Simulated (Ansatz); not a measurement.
# V2Te6Mo: the cost of one run

Program: Ansatz 0.2.0. Level of theory: DFT PBE, scalar-relativistic, plane waves, PAW. These are calculated values, not measurements.

### Step 1. Starting point

Symmetry: P-3m1, No. 164, trigonal system. The conventional cell has a = 3.576 Å, b = 3.576 Å, c = 22.547 Å, α = 90.00°, β = 90.00°, γ = 120.00°. V (site symmetry 3m) is surrounded by 6 Te at 2.70 Å. Te (site symmetry 3m) is surrounded by 3 Mo at 2.76 Å. Around Te (site symmetry 3m) lie 3 V at 2.70 Å. Mo (site symmetry -3m) is surrounded by 6 Te at 2.76 Å.

Structure file:

```
V Te Mo
1.0
     3.57600    0.00000    0.00000
    -1.78800    3.09690    0.00000
     0.00000    0.00000   22.54744
V Te Mo
2 6 1
Direct
  0.00000 0.00000 0.66478
  0.00000 0.00000 0.33522
  0.66667 0.33333 0.91895
  0.66667 0.33333 0.25797
  0.66667 0.33333 0.58755
  0.33333 0.66667 0.74203
  0.33333 0.66667 0.08106
  0.33333 0.66667 0.41245
  0.00000 0.00000 0.00000
```

The start is the relaxed end of an invented cell (made as: elements ordered on the sites of the VTe2 type, V/Mo on V (P-3m1, No. 164)), taken up again for a closer look.

### Step 2. Probe: one point on a coarse mesh

input.yaml reads:

```yaml
crystal:
  lattice:
    - [3.5759962, 0.0, 0.0]
    - [-1.7879981, 3.0969036, 0.0]
    - [0.0, 0.0, 22.5474386]
  atoms:
    - { symbol: V, position: [0.0, 0.0, 0.664778], spin: 0.94 }
    - { symbol: V, position: [0.0, 0.0, 0.335222], spin: 0.94 }
    - { symbol: Te, position: [0.6666667, 0.3333333, 0.918945] }
    - { symbol: Te, position: [0.6666667, 0.3333333, 0.257968] }
    - { symbol: Te, position: [0.6666667, 0.3333333, 0.587548] }
    - { symbol: Te, position: [0.3333333, 0.6666667, 0.742032] }
    - { symbol: Te, position: [0.3333333, 0.6666667, 0.081055] }
    - { symbol: Te, position: [0.3333333, 0.6666667, 0.412452] }
    - { symbol: Mo, position: [0.0, 0.0, 0.0] }
basis:
  ecutwfc: 420
kpoints:
  mp_grid: { grid: [6, 6, 1] }
hamiltonian:
  xc: pbe
scf:
  occupations: { method: gaussian, width: 0.1 }
  lower_state_search: "off"
output:
  forces: true
  stress: true
  eigenvalues: true
  populations: true
magnetization:
  spin_polarized: true
```

Started as:

```sh
$ ansatz run input.yaml --threads 4 --pin off --max-ram 8192MiB --backend cpu --events-out ev --progress --plain --runs-dir out
```

Q: Estimate wall time and peak memory on 4 threads of Arm Neoverse V2, shared host.

About 8 s, with a peak of 0.91 GiB.
